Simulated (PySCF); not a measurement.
**[EuCl3(NH3)]−: other functionals and bases at one geometry**

One table from this session's results is given with a row withheld; the runs are named, their logs left out.

The runs use PySCF 2.14.0; several levels, as the steps say, no spin–orbit coupling.

1 further run of the same task is left out (for a known fault of the program).

## The starting structure

8 atoms, charge -1, spin multiplicity 1.

Bond lengths: Eu1–Cl2 2.739 Å, Eu1–Cl3 2.739 Å, Eu1–Cl4 2.739 Å, Eu1–N5 2.687 Å, N5–H6 1.019 Å, N5–H7 1.019 Å, N5–H8 1.019 Å. Angles: Cl2–Eu1–Cl3 119.9°, Cl2–Eu1–Cl4 119.9°, Cl2–Eu1–N5 91.8°, Cl3–Eu1–Cl4 119.9°, Cl3–Eu1–N5 91.8°, Cl4–Eu1–N5 91.8°, Eu1–N5–H6 111.2°, Eu1–N5–H7 111.2°, Eu1–N5–H8 111.2°, H6–N5–H7 107.6°, H6–N5–H8 107.6°, H7–N5–H8 107.6°.

As a file:

```csv
atom,x (Å),y (Å),z (Å)
Eu1,0.0655,-0.0655,0.0655
Cl2,1.2331,2.1202,1.2331
Cl3,-2.1202,-1.2331,1.2331
Cl4,1.2331,-1.2331,-2.1202
N5,-1.4857,1.4857,-1.4857
H6,-2.0866,2.0866,-0.9235
H7,-0.9235,2.0866,-2.0866
H8,-2.0866,0.9235,-2.0866
```

Formal oxidation states: Eu +2. Each metal's 7 4f electrons lie in its core potential, so multiplicities, spins and levels count the valence alone. An earlier session relaxed this geometry at PBE0, Eu lcecp-0-SVP with ECP53, Cl def2-SVP, N def2-SVP, H def2-SVP (singlet, point group C3v).

At PBE0 on the finer grid: E = -1465.892510 Eh, frontier levels not given, since the 4f levels lie in the core, Mulliken charge on Eu1 +0.40 e, largest force component 0.003 eV/Å. 

Levels to run: BP86; B3LYP; PBE0, TZVP. Hardware: 2 threads of Arm Neoverse V1, shared host.

Set-up of the first run:

run.py (the lines that set the calculation) reads:

```python
mol = gto.M(atom='''
Eu     0.06552    -0.06552     0.06552
Cl     1.23312     2.12020     1.23312
Cl    -2.12020    -1.23312     1.23312
Cl     1.23312    -1.23312    -2.12020
N     -1.48569     1.48569    -1.48569
H     -2.08656     2.08656    -0.92352
H     -0.92352     2.08656    -2.08656
H     -2.08656     0.92352    -2.08656''',
    basis={'Eu': 'lcecp-0-SVP', 'Cl': 'def2-SVP', 'N': 'def2-SVP', 'H': 'def2-SVP'},
    ecp={'Eu': 'lcecp-0-SVP'},
    charge=-1, spin=0)
mf = dft.RKS(mol, xc='B88,P86')
mf.grids.atom_grid = (75, 302)  # f atoms: unpruned, at least (60, 302)
mf = mf.density_fit()  # fitting sets: Eu AutoAux, Cl def2-universal-JKFIT, N def2-universal-JKFIT, H def2-universal-JKFIT
mf.conv_tol = 1e-08; mf.max_cycle = 55
mf.kernel(dm0)  # dm0: the density of the relaxed state
```

The run is started by

```
> OMP_NUM_THREADS=2 python run.py
```

Steps of the session up to this table: BP86; B3LYP; PBE0, TZVP.

One table of the session follows, with a row left open; its other results are not shown here.

```
              level  charge on Eu1 (e)  dipole (D)  largest force component (eV/Å)
PBE0 (relaxed here)               0.40        4.38                            0.00
               BP86                  ?           ?                               ?
              B3LYP               0.30        4.37                            0.08
         PBE0, TZVP               1.02        4.14                            0.23
```

Q: Estimate the row for BP86 from the others.

As computed: charge on Eu1 (e): 0.22; dipole (D): 4.39; largest force component (eV/Å): 0.26. In the column «charge on Eu1 (e)» it is the lowest.

The dipole of a charged species depends on the origin, so these sizes hold for this origin alone.

The largest leftover force, 0.26 eV/Å with BP86, stands at a geometry relaxed at another level. With 4f in the core, its levels are missing from HOMO and gap, and its count is fixed, so no charge can pass from the ligands into it. Total energies of different levels can't be compared.
